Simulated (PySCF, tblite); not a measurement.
# C₆H₁₄AlClO: geometry, infrared bands and NMR shifts

What infrared bands and NMR shifts should C₆H₁₄AlClO (`CC[O+](CC1CC1)[AlH2-][Cl]`) show?

Programs: tblite 0.8.0 and PySCF 2.14.0, with density-fitted response routines of our own. Each step states its level of theory. These are calculated values for one molecule in the gas phase, unless marked as measured. Atoms count from 0, in the outputs and in this text.

## 1. Starting geometry

23 atoms, charge 0, multiplicity 1; geometry from: force field or distance geometry start.

Bonds of the start (Å): C0–C1 1.48, C1–O2 1.41, O2–C3 1.38, C3–C4 1.52, C4–C5 1.49, C5–C6 1.51, O2–Al7 1.80, Al7–Cl8 2.23, C6–C4 1.53, C0–H9 1.08, C0–H10 1.12, C0–H11 1.14, C1–H12 1.12, C1–H13 1.13, C3–H14 1.12, C3–H15 1.09, C4–H16 1.12, C5–H17 1.11, C5–H18 1.12, C6–H19 1.10, C6–H20 1.13, Al7–H21 1.62, Al7–H22 1.62.

## 2. Geometry optimisation with GFN2-xTB

Job settings and geometry (Å):

```
{"job": {"kind": "relax", "xc": "GFN2-xTB", "basis": "xTB"}, "charge": 0, "multiplicity": 1}
C     -2.380700     1.093600    -0.381400
C     -1.719100     0.580400     0.841700
O     -0.578200    -0.202100     0.585200
C      0.309800     0.587100    -0.110200
C      1.591300    -0.153200    -0.451400
C      2.457900    -0.726200     0.618600
C      2.816400     0.621200     0.033900
Al    -0.969900    -1.798800    -0.155600
Cl    -0.335100    -1.954900    -2.283000
H     -2.165200     0.550400    -1.294900
H     -2.247200     2.204600    -0.454000
H     -3.505500     0.965000    -0.240400
H     -2.472000     0.006400     1.448500
H     -1.442800     1.467400     1.479600
H      0.527800     1.556300     0.396200
H     -0.155100     0.835600    -1.069600
H      1.682600    -0.501500    -1.510000
H      2.083200    -0.721700     1.665200
H      3.145200    -1.556400     0.329700
H      3.650400     0.708200    -0.680100
H      2.631300     1.495400     0.733200
H     -2.580900    -1.998400    -0.180800
H     -0.348900    -3.031300     0.689700
```

Run with:

```sh
> OMP_NUM_THREADS=1 python probes_run.py task.json out
```

This one command runs all jobs of the session in turn.

**Question.** This job is followed by: GFN2-xTB harmonic vibrations, gas phase; GIAO PBE0/pcSseg-1 NMR shielding, non-relativistic, gas phase. What will the session give for the following? strongest single infrared mode (GFN2-xTB); zero-point energy (GFN2-xTB); 13C shifts against TMS (PBE0/pcSseg-1, means over atoms taken as alike); 1H shifts against TMS (PBE0/pcSseg-1, means over atoms taken as alike); 17O shifts against H2O (PBE0/pcSseg-1); 27Al shifts against AlH4- (PBE0/pcSseg-1); 35Cl shifts against HCl (PBE0/pcSseg-1); surface potential, 1st and 99th percentile.

The runs gave:

| quantity | value |
| --- | --- |
| strongest single infrared mode (GFN2-xTB) | 799 cm⁻¹, 502 km/mol |
| zero-point energy (GFN2-xTB) | 115.8 kcal/mol |
| 13C shifts against TMS (PBE0/pcSseg-1, means over atoms taken as alike) | 81.2, 69.5, 14.8, 14.3, 8.7 ppm |
| 1H shifts against TMS (PBE0/pcSseg-1, means over atoms taken as alike) | 4.09, 4.08, 3.65, 1.83, 1.36, 1.00, 0.35 ppm |
| 17O shifts against H2O (PBE0/pcSseg-1) | 41.9 ppm |
| 27Al shifts against AlH4- (PBE0/pcSseg-1) | 61.9 ppm |
| 35Cl shifts against HCl (PBE0/pcSseg-1) | -15 ppm |
| surface potential, 1st and 99th percentile | -1.24 V and 1.49 V |

In words: Relaxing lowered the energy by 1.601 eV in 189 steps; the close pair that moved most is Al7–Cl8, from 2.226 to 2.041 Å. All 63 modes are real, so the xTB geometry is a minimum. The strongest single mode, at 799 cm⁻¹, moves mainly H21 and H22. Unscaled tight-binding wavenumbers are off by several per cent, some by more. Its intensities can rank the bands wrongly. At PBE0/pcSseg-1: Shielding is most anisotropic at Cl8 (span 197 ppm, paramagnetic term -187 ppm).
